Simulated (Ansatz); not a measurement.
**F2H5NO2Si2: a ladder of functionals and wavefunction methods**

An exercise on one series of results from a longer session: the logs are not shown, and one member is left open.

The runs use Ansatz 0.2.0, Gaussian basis; functionals in def2-TZVPP, the program's frozen cores in correlated methods.

Levels to be run: PBE-D4, r2SCAN-D4, PBE0-D4, B3LYP-D4, ωB97X-V, ωB97M-V, B2PLYP; CCSD(T)/def2-TZVPP; MP2/def2-QZVPP; extrapolation to the limit.

## The relaxed structure

The geometry comes from an earlier relaxation with PBE0-D4 in a triple-zeta def2 set; it is a stationary point, not always the lowest conformer.

SMILES `O[SiH](O)N[SiH](F)F`, 12 atoms, charge 0, spin multiplicity 1.

Atoms are counted from 1 here; the program's logs count them from 0.

Bond lengths: O1–Si2 1.630 Å, O1–H8 0.958 Å, Si2–O3 1.637 Å, Si2–N4 1.717 Å, Si2–H9 1.483 Å, O3–H10 0.959 Å, N4–Si5 1.696 Å, N4–H11 1.011 Å, Si5–F6 1.587 Å, Si5–F7 1.592 Å, Si5–H12 1.468 Å. Angles: Si2–O1–H8 118.0°, O1–Si2–O3 109.2°, O1–Si2–N4 108.1°, O1–Si2–H9 109.9°, O3–Si2–N4 107.2°, O3–Si2–H9 111.0°, N4–Si2–H9 111.4°, Si2–O3–H10 118.4°, Si2–N4–Si5 126.1°, Si2–N4–H11 117.9°, Si5–N4–H11 116.0°, N4–Si5–F6 107.5°, N4–Si5–F7 109.6°, N4–Si5–H12 116.8°, F6–Si5–F7 107.8°, F6–Si5–H12 108.3°, F7–Si5–H12 106.5°.

The first run:

File in.yaml:

```yaml
crystal:
  periodic: [false, false, false]
  atoms:
    - {symbol: O, position_ang: [1.001516, -0.158916, 2.196541]}
    - {symbol: Si, position_ang: [0.813767, 0.514399, 0.723720]}
    - {symbol: O, position_ang: [-0.432363, 1.575154, 0.771709]}
    - {symbol: N, position_ang: [0.379905, -0.728328, -0.378249]}
    - {symbol: Si, position_ang: [-1.080658, -0.839645, -1.233165]}
    - {symbol: F, position_ang: [-0.898956, -1.960314, -2.342002]}
    - {symbol: F, position_ang: [-1.372341, 0.538322, -1.975376]}
    - {symbol: H, position_ang: [1.359758, 0.386801, 2.898086]}
    - {symbol: H, position_ang: [2.069981, 1.187198, 0.312466]}
    - {symbol: H, position_ang: [-0.594552, 2.123117, 0.001423]}
    - {symbol: H, position_ang: [1.036646, -1.482705, -0.523918]}
    - {symbol: H, position_ang: [-2.282703, -1.155083, -0.451246]}
basis:
  gaussian: {orbitals: def2-TZVPP}
hamiltonian: {xc: pbe, dispersion: d4}
output: {forces: true, orbitals: {seedname: orbitals}}
```

Command:

```bash
$ ansatz run in.yaml --threads 2 --pin off --events-out ev --progress --plain --max-ram 32768MiB --backend cuda --devices 0, --max-vram 18GiB
```

Among the steps run: PBE-D4 (GGA); r2SCAN-D4 (meta-GGA); PBE0-D4 (hybrid); B3LYP-D4 (hybrid); ωB97X-V (range-separated); ωB97M-V (range-separated); B2PLYP (double hybrid); CCSD(T) in def2-TZVPP; MP2 in def2-QZVPP.

One table of the session follows, with a row left open; its other results are not shown here.

```
            method  atomisation energy (eV)
            PBE-D4                   50.552
         r2SCAN-D4                   50.109
           PBE0-D4                   49.415
          B3LYP-D4                   49.884
           ωB97X-V                   50.332
           ωB97M-V                        ?
            B2PLYP                   49.606
     HF/def2-TZVPP                   35.892
    MP2/def2-TZVPP                   50.373
   CCSD/def2-TZVPP                   48.058
CCSD(T)/def2-TZVPP                   48.815
           MP2/CBS                   52.086
       CCSD(T)/CBS                   50.528
```

**Question.** Estimate the row for ωB97M-V.

The run gave: atomisation energy (eV): 50.357. In the column «atomisation energy (eV)» it lies between ωB97X-V (50.332) and MP2/def2-TZVPP (50.373).
